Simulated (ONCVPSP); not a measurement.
**An ONCV potential for In, from input to tests**

Task: generate the file, and judge it by its errors in other configurations, its logarithmic derivatives, its ghosts and its cutoff.

Program: ONCVPSP 4.0.1.1 (patched build). Reference atom: PBE, scalar-relativistic, spherical and spin-unpolarised. All values are calculated.

### 1 The atom and the settings

The settings as typed:

```json
{"element": "indium (In, Z = 49)", "type": "optimised norm-conserving Vanderbilt (ONCV)", "frozen core": "[Ar] 3d10 4s2", "valence charge": "19", "reference configuration": "4p6 4d10 5s1.5 5p1.5", "partial waves": "5s: rc 1.90 bohr, ncon 5, nbas 9, qcut 3.6 1/bohr, 2 projectors, debl 0.5 Ha; 4p+5p: rc 1.55 bohr, ncon 4, nbas 7, qcut 9.8 1/bohr, 3 projectors, debl 0.5 Ha; 4d: rc 1.05 bohr, ncon 4, nbas 7, qcut 7.7 1/bohr, 1 projector", "local potential": "polynomial inside 0.95 bohr (lpopt 5, dvloc0 0 Ha)", "core correction": "Teter function fitted to the true core (icmod 2), fcfact 0.7"}
```

### 2 The generation run

Contents of In.dat:

```
# ATOM AND REFERENCE CONFIGURATION
# atsym  z   nc   nv     iexc    psfile
  In 49.00    7    4        4      upf
#
#   n    l    f
    1    0    2.00
    2    0    2.00
    2    1    6.00
    3    0    2.00
    3    1    6.00
    3    2   10.00
    4    0    2.00
    4    1    6.00
    4    2   10.00
    5    0    1.50
    5    1    1.50
#
# PSEUDOPOTENTIAL AND OPTIMIZATION
# lmax
    2
#
#   l,   rc,      ep,       ncon, nbas, qcut
    0    1.90    0.00    5    9    3.60
    1    1.55    0.00    4    7    9.80
    2    1.05    0.00    4    7    7.70
#
# LOCAL POTENTIAL
# lloc, lpopt,  rc(5),   dvloc0
    4    5    0.95    0.00
#
# VANDERBILT-KLEINMAN-BYLANDER PROJECTORs
# l, nproj, debl
    0    2    0.50
    1    3    0.50
    2    1    0.80
#
# MODEL CORE CHARGE
# icmod, fcfact, rcfact
    2    0.70    0.80
#
# LOG DERIVATIVE ANALYSIS
# epsh1, epsh2, depsh
   -4.00    5.00    0.02
#
# OUTPUT GRID
# rlmax, drl
    6.00    0.01
#
# TEST CONFIGURATIONS
# ncnf
    4
# nvcnf
#   n    l    f
    4
    4    1    6.00
    4    2   10.00
    5    0    2.00
    5    1    1.00
#
    4
    4    1    6.00
    4    2   10.00
    5    0    2.00
    5    1    0.00
#
    4
    4    1    6.00
    4    2   10.00
    5    0    1.00
    5    1    0.00
#
    4
    4    1    6.00
    4    2   10.00
    5    0    0.00
    5    1    0.00
#
```

Launch:

```
$ oncvpsp.x < In.dat > In.out
```

What the program wrote to In.out (without the consistency checks and plot data):

```text
ONCVPSP  (Optimized Norm-Conservinng Vanderbilt PSeudopotential)
scalar-relativistic version 4.0.1.1, modified

#   n    l    f        energy (Ha)
    1    0    2.00    -1.0199867E+03
    2    0    2.00    -1.5274778E+02
    2    1    6.00    -1.3709964E+02
    3    0    2.00    -2.9010676E+01
    3    1    6.00    -2.3886598E+01
    3    2   10.00    -1.5933123E+01
    4    0    2.00    -4.4291551E+00
    4    1    6.00    -2.9029720E+00
    4    2   10.00    -7.1496678E-01
    5    0    1.50    -3.2066521E-01
    5    1    1.50    -1.0589608E-01

Reference configufation results
  iterations    21
  all-electron total energy (Ha)   -5.88152994D+03

Begin loop to  construct optimized pseudo wave functions
and semi-local pseudopoentials for all angular momenta

   Wellstate for l =  0  n =  6
     eigenvalue =   0.1793
     asymptotic potential =   0.6793
     half-point radius =  7.3339

Calculating optimized projector #   1

 for l=   0

    Fraction of norm inside rc  0.240608
    Optimizing pswf for qcut=   3.60 a_B^-1,  ecut=   6.50 Ha
    Residual kinetic energy error=  1.54D-03 Ha

    Energy error per electron        Cutoff
         Ha          eV             Ha
         0.01000     0.27211        3.50
         0.00100     0.02721       18.34
         0.00010     0.00272       58.21
         0.00001     0.00027       66.83

Calculating optimized projector #   2

 for l=   0

    Fraction of norm inside rc  0.089452
    Optimizing pswf for qcut=   3.60 a_B^-1,  ecut=   6.50 Ha
    Residual kinetic energy error=  2.66D-04 Ha

    Energy error per electron        Cutoff
         Ha          eV             Ha
         0.01000     0.27211        3.49
         0.00100     0.02721        5.42
         0.00010     0.00272       18.29
         0.00001     0.00027       77.57

   Wellstate for l =  1  n =  6
     eigenvalue =   0.3941
     asymptotic potential =   0.8941
     half-point radius =  6.6512

Calculating optimized projector #   1

 for l=   1

    Fraction of norm inside rc  0.955098
    Optimizing pswf for qcut=   9.80 a_B^-1,  ecut=  48.07 Ha
    Residual kinetic energy error=  6.11D-08 Ha

    Energy error per electron        Cutoff
         Ha          eV             Ha
         0.01000     0.27211       18.27
         0.00100     0.02721       23.23
         0.00010     0.00272       27.44
         0.00001     0.00027       30.98

Calculating optimized projector #   2

 for l=   1

    Fraction of norm inside rc  0.033862
    Optimizing pswf for qcut=   9.80 a_B^-1,  ecut=  48.07 Ha
    Residual kinetic energy error=  5.82D-08 Ha

    Energy error per electron        Cutoff
         Ha          eV             Ha
         0.01000     0.27211       12.39
         0.00100     0.02721       17.50
         0.00010     0.00272       21.71
         0.00001     0.00027       27.17

Calculating optimized projector #   3

 for l=   1

    Fraction of norm inside rc  0.036760
    Optimizing pswf for qcut=   9.80 a_B^-1,  ecut=  48.07 Ha
    Residual kinetic energy error=  8.34D-08 Ha

    Energy error per electron        Cutoff
         Ha          eV             Ha
         0.01000     0.27211       12.65
         0.00100     0.02721       17.73
         0.00010     0.00272       21.91
         0.00001     0.00027       33.14

Calculating optimized projector #   1

 for l=   2

    Fraction of norm inside rc  0.461664
    Optimizing pswf for qcut=   7.71 a_B^-1,  ecut=  29.72 Ha
    Residual kinetic energy error=  1.48D-02 Ha

    Energy error per electron        Cutoff
         Ha          eV             Ha
         0.01000     0.27211       31.41
         0.00100     0.02721      104.21
         0.00010     0.00272      147.92
         0.00001     0.00027      169.94

Construct Vanderbilt / Kleinmman-Bylander projectors

B matrix Hermiticity error, ll=   0
   1   2    1.9896E-05

  Orthonormal projector coefficients  2.8323E+01  5.2322E+00

B matrix Hermiticity error, ll=   1
   1   2    2.7126E-04
   1   3   -3.2108E-04
   2   3    1.1896E-05

  Orthonormal projector coefficients  1.4686E+01  3.9555E+00  5.6186E-01

Model core correction analysis
  based on d2Exc/dn_idn_j

d2excae - all-electron derivatives

   -2.961411D-02   -2.247109D-02   -2.605819D-03   -1.040841D-03
   -2.247119D-02   -2.121340D-02   -6.764346D-03   -2.767216D-03
   -2.605594D-03   -6.763682D-03   -2.699005D-02   -2.116484D-02
   -1.040779D-03   -2.766641D-03   -2.116170D-02   -2.532263D-02

d2excps - pseudofunction derivatives with no core correction

   -3.675596D-02   -2.619277D-02   -2.361392D-03   -1.371984D-03
   -2.619300D-02   -2.412581D-02   -7.163886D-03   -2.900167D-03
   -2.361151D-03   -7.163195D-03   -2.711553D-02   -2.115863D-02
   -1.371954D-03   -2.899589D-03   -2.115554D-02   -2.536489D-02

rms 2nd derivative error    2.343902E-03

amplitude prefactor, scale prefactor
    8.9335    1.2382

d2excps - pseudofunction derivatives with core correction

   -3.006135D-02   -2.399720D-02   -2.353459D-03   -1.019306D-03
   -2.399728D-02   -2.334260D-02   -7.172133D-03   -2.777843D-03
   -2.353219D-03   -7.171443D-03   -2.711629D-02   -2.115707D-02
   -1.019241D-03   -2.777263D-03   -2.115399D-02   -2.534710D-02

rms 2nd derivative error    7.853836E-04

Pseudoatom total energy -148.213238

Diagnostic tests using Vanderbilt-Kleinman-Bylander pseudopotentials
  1 or more projectors used as specified by nproj input data

   l    rcore       rmatch      e in        delta e   norm test  slope test

   0   1.9057977   1.9636619  -0.3206652  -0.0000005   1.0000340   1.0000204
run_diag: lschvkbbe ERROR   2   1   0  60  1.79334789E-01  1.11401310E-01
   0   1.9057977   1.9636619   0.1793348  -0.0679335   0.0182080   0.0233517

   1   1.5550539   1.6022688  -2.9029720   0.0000033   1.0002222   1.0002180
   1   1.5550539   1.6022688  -0.1058961   0.0000048   1.0000547   1.0000436
   1   1.5550539   1.6022688   0.3941039   0.0000370   1.0002922   1.0002922

   2   1.0540876   1.0860920  -0.7149668   0.0000125   1.0000077   1.0000326

 Testing for bound ghosts
   n   l    E NL Schr. Eq   E Basis Diag.   E Cutoff

       0                       -3.725565     95.35  WARNING - GHOST(-)
   1   0       -0.320666       -0.312281     95.35

   2   1       -2.902969       -2.902968    126.06
   3   1       -0.105891        0.003780    126.06

   3   2       -0.714954       -0.700942    165.02

 Testing for highly-localized positive-energy ghosts
       l    <radius>/rc     E Basis Diag.   E Cutoff

       0        0.764261        6.627512     95.35  WARNING - GHOST(+)

Test configuration 0

   n   l     f        eae           eps        diff
   1   0  2.0000-1019.98671557
   2   0  2.0000 -152.74778132
   2   1  6.0000 -137.09964070
   3   0  2.0000  -29.01067595
   3   1  6.0000  -23.88659772
   3   2 10.0000  -15.93312296
   4   0  2.0000   -4.42915511
   4   1  6.0000   -2.90297202   -2.90296877    3.26D-06
   4   2 10.0000   -0.71496678   -0.71495424    1.25D-05
   5   0  1.5000   -0.32066521   -0.32066572   -5.19D-07
   5   1  1.5000   -0.10589608   -0.10589127    4.81D-06

    Total energies and differences
      AE_ref= -5.88152994D+03  AE_tst= -5.88152994D+03  dif=  0.00D+00
      PS_ref= -1.48213238D+02  PS_tst= -1.48213238D+02  dif= -4.83D-13
      PSP excitation error=  4.83D-13

Test configuration 1

   n   l     f        eae           eps        diff
   1   0  2.0000-1019.95496395
   2   0  2.0000 -152.71680934
   2   1  6.0000 -137.06867834
   3   0  2.0000  -28.97933047
   3   1  6.0000  -23.85526208
   3   2 10.0000  -15.90185308
   4   0  2.0000   -4.39741076
   4   1  6.0000   -2.87123162   -2.87309547   -1.86D-03
   4   2 10.0000   -0.68439220   -0.68522427   -8.32D-04
   5   0  2.0000   -0.30176496   -0.30158467    1.80D-04
   5   1  1.0000   -0.09256095   -0.09258653   -2.56D-05

    Total energies and differences
      AE_ref= -5.88152994D+03  AE_tst= -5.88163595D+03  dif= -1.06D-01
      PS_ref= -1.48213238D+02  PS_tst= -1.48319205D+02  dif= -1.06D-01
      PSP excitation error= -3.81D-05

Test configuration 2

   n   l     f        eae           eps        diff
   1   0  2.0000-1020.23088656
   2   0  2.0000 -152.99126966
   2   1  6.0000 -137.34330486
   3   0  2.0000  -29.25359294
   3   1  6.0000  -24.12953529
   3   2 10.0000  -16.17605630
   4   0  2.0000   -4.67171257
   4   1  6.0000   -3.14569823   -3.14863631   -2.94D-03
   4   2 10.0000   -0.95816598   -0.95944533   -1.28D-03
   5   0  2.0000   -0.54849627   -0.54820852    2.88D-04

    Total energies and differences
      AE_ref= -5.88152994D+03  AE_tst= -5.88143885D+03  dif=  9.11D-02
      PS_ref= -1.48213238D+02  PS_tst= -1.48122029D+02  dif=  9.12D-02
      PSP excitation error= -1.13D-04

Test configuration 3

   n   l     f        eae           eps        diff
   1   0  2.0000-1020.62443740
   2   0  2.0000 -153.38008447
   2   1  6.0000 -137.73238653
   3   0  2.0000  -29.64280069
   3   1  6.0000  -24.51873439
   3   2 10.0000  -16.56498989
   4   0  2.0000   -5.06106775
   4   1  6.0000   -3.53499747   -3.53428492    7.13D-04
   4   2 10.0000   -1.34244364   -1.34193350    5.10D-04
   5   0  1.0000   -0.86991953   -0.86998029   -6.08D-05

    Total energies and differences
      AE_ref= -5.88152994D+03  AE_tst= -5.88073196D+03  dif=  7.98D-01
      PS_ref= -1.48213238D+02  PS_tst= -1.47415155D+02  dif=  7.98D-01
      PSP excitation error= -1.05D-04

Test configuration 4

   n   l     f        eae           eps        diff
   1   0  2.0000-1021.05703278
   2   0  2.0000 -153.80633470
   2   1  6.0000 -138.15900161
   3   0  2.0000  -30.06919417
   3   1  6.0000  -24.94511701
   3   2 10.0000  -16.99106685
   4   0  2.0000   -5.48628999
   4   1  6.0000   -3.95967284   -3.95379642    5.88D-03
   4   2 10.0000   -1.75983029   -1.75668687    3.14D-03

    Total energies and differences
      AE_ref= -5.88152994D+03  AE_tst= -5.87969122D+03  dif=  1.84D+00
      PS_ref= -1.48213238D+02  PS_tst= -1.46373913D+02  dif=  1.84D+00
      PSP excitation error= -6.08D-04
```

Wall time 5.8 s (1 thread of Neoverse-N1, shared host).

All-electron and pseudo partial waves u(r) = r·R(r), from the program's wave files:

| r (bohr) | 4d AE | 4d PS |
| --- | --- | --- |
| 0.095 | -0.2489 | 0.0064 |
| 0.190 | -0.5079 | 0.0462 |
| 0.285 | -0.4003 | 0.1361 |
| 0.380 | -0.0813 | 0.2783 |
| 0.475 | 0.2727 | 0.4637 |
| 0.570 | 0.5713 | 0.6634 |
| 0.665 | 0.7855 | 0.8327 |
| 0.760 | 0.9170 | 0.9402 |
| 0.855 | 0.9802 | 0.9874 |
| 0.950 | 0.9927 | 0.9934 |
| 1.045 | 0.9708 | 0.9707 |
| 1.140 | 0.9270 | 0.9270 |
| 1.235 | 0.8704 | 0.8704 |
| 1.330 | 0.8076 | 0.8076 |
| 1.425 | 0.7428 | 0.7428 |
| 1.520 | 0.6787 | 0.6788 |
| 1.615 | 0.6172 | 0.6172 |
| 1.710 | 0.5591 | 0.5591 |
| 1.805 | 0.5050 | 0.5050 |
| 1.900 | 0.4552 | 0.4552 |
| 1.995 | 0.4096 | 0.4096 |
| 2.090 | 0.3680 | 0.3680 |
| 2.185 | 0.3303 | 0.3304 |
| 2.280 | 0.2963 | 0.2963 |
| 2.375 | 0.2655 | 0.2655 |
| 2.470 | 0.2379 | 0.2379 |

Densities times 4π (e/bohr³); a dash where the program caps the true core:

| r (bohr) | pseudo valence | true core | model core |
| --- | --- | --- | --- |
| 0.095 | 1.311 | – | 260.4 |
| 0.285 | 11.27 | – | 168.6 |
| 0.475 | 25.2 | 108.7 | 67.86 |
| 0.665 | 31.15 | 15.83 | 15.26 |
| 0.855 | 23.88 | 4.91 | 1.427 |
| 1.045 | 14.17 | 1.788 | 0.01106 |
| 1.235 | 7.466 | 0.604 | 0.005603 |
| 1.425 | 3.832 | 0.1913 | 0.0001149 |
| 1.615 | 2.05 | 0.05836 | 0.0002567 |
| 1.805 | 1.177 | 0.01744 | 2.703e-06 |
| 1.995 | 0.7275 | 0.005168 | 2.645e-05 |
| 2.185 | 0.4793 | 0.001524 | 2.924e-08 |
| 2.375 | 0.3324 | 0.0004492 | 0 |

### 3 The configuration tests of the same run

The tests as a table, with energies relative to 4p6 4d10 5s1.5 5p1.5.

| valence configuration | charge | ΔE all-electron (eV) | error AE − PS (meV) |
| --- | --- | --- | --- |
| 4p6 4d10 5s2 5p1 | 0 | -2.885 | -1.0 |
| 4p6 4d10 5s2 5p0 | +1 | 2.479 | -3.1 |
| 4p6 4d10 5s1 5p0 | +2 | 21.714 | -2.9 |
| 4p6 4d10 5s0 5p0 | +3 | 50.034 | -17 |

### 4 Does it scatter like the atom?

Taken from the files of the generation run. The phase is arctan(r·R′/R) of the radial function R, unwrapped, with energies in Ha. A pole is an energy at which the radial function vanishes at the test radius. The pseudo phase is shifted by a multiple of π to meet the all-electron one at the reference energy. Levels narrower than the energy grid can be missing from the poles. The last column is the largest difference on the grid between −0.5 and +0.5 Ha.

```tsv
channel	radius (bohr)	reference (Ha)	poles AE	poles PS	window around the reference with phases within 0.05 rad (Ha)	largest difference near zero (rad)
s	1.93	-0.32	2.54	-3.69, 2.56	above -3.5	0.000
p	1.57	-0.11	-2.50	-2.50	the whole range	0.000
d	1.07	-0.71	4.04	3.89	the whole range	0.001
```

Phases (rad) along the scan:

```csv
E (Ha),d AE,d PS,p AE,p PS
-3.98,0.752,0.744,0.948,0.948
-3.50,0.595,0.587,0.240,0.240
-3.02,0.378,0.369,-1.197,-1.197
-2.54,0.090,0.082,-1.554,-1.554
-2.06,-0.245,-0.250,-1.688,-1.688
-1.58,-0.563,-0.565,-1.773,-1.773
-1.10,-0.816,-0.817,-1.848,-1.848
-0.62,-1.002,-1.002,-1.932,-1.932
-0.14,-1.136,-1.137,-2.041,-2.041
0.34,-1.236,-1.236,-2.207,-2.207
0.82,-1.311,-1.313,-2.491,-2.491
1.30,-1.371,-1.373,-2.986,-2.986
1.78,-1.419,-1.422,-3.592,-3.592
2.26,-1.460,-1.464,-4.010,-4.010
2.74,-1.494,-1.499,-4.241,-4.241
3.22,-1.525,-1.531,-4.377,-4.377
3.70,-1.552,-1.560,-4.464,-4.464
4.18,-1.578,-1.587,-4.525,-4.525
4.66,-1.602,-1.613,-4.571,-4.571
```

### 5 Plane-wave cutoff and ghosts

Read off the output, the cutoffs (Ha) at which the residual kinetic energy of the hardest occupied pseudo-wave falls to 1 and 0.1 mHa per electron: 104 Ha and 148 Ha.

The program's own ghost test: GHOST(-) flagged for s at -101.4 eV; GHOST(+) flagged for s at 180.3 eV.

Cutoff (Ha) at which the first wave of each channel reaches a given error (Ha per electron):

```csv
error,s,p,d
1.0e-02,3.5,18.3,31.4
3.2e-03,4.7,20.9,44.1
1.0e-03,18.3,23.2,104.2
3.2e-04,51.1,25.3,133.4
1.0e-04,58.2,27.4,147.9
3.2e-05,62.9,29.3,159.3
1.0e-05,66.8,31.0,169.9
```

### 6 Results

| quantity | value |
| --- | --- |
| cutoffs for 1 and 0.1 mHa per electron, occupied waves | 104 Ha and 148 Ha |
| bound ghosts | s at -101.38 eV |
| GHOST(+) flags | s at 180 eV |
| largest test error (AE − PS) | -17 meV, for 4p6 4d10 5s0 5p0 |
| largest phase difference near zero energy, channels read | 0.001 rad |
| rms error of d²Exc/dn², without and with the model core | 2.34 and 0.79 mHa |

What this shows: It has a bound ghost (s), a state that the atom doesn't have, and that rules the file out. The worst unpolarised test, 4p6 4d10 5s0 5p0, is off by 17 meV on 50.0 eV; by total energies transferability rates as good. Atomic tests can pass in spite of a ghost, since they solve only for the levels asked. It counts as very hard, with 104 Ha needed at the looser tolerance. At the looser tolerance the 4d wave is the slowest; 4p needs 23 Ha. Near zero energy the phases of the channels with partial waves agree within 0.001 rad. The pseudo curves have a pole with no partner nearby in the atom's: s at -3.69 Ha. The program also flags highly localised states, GHOST(+) (s).
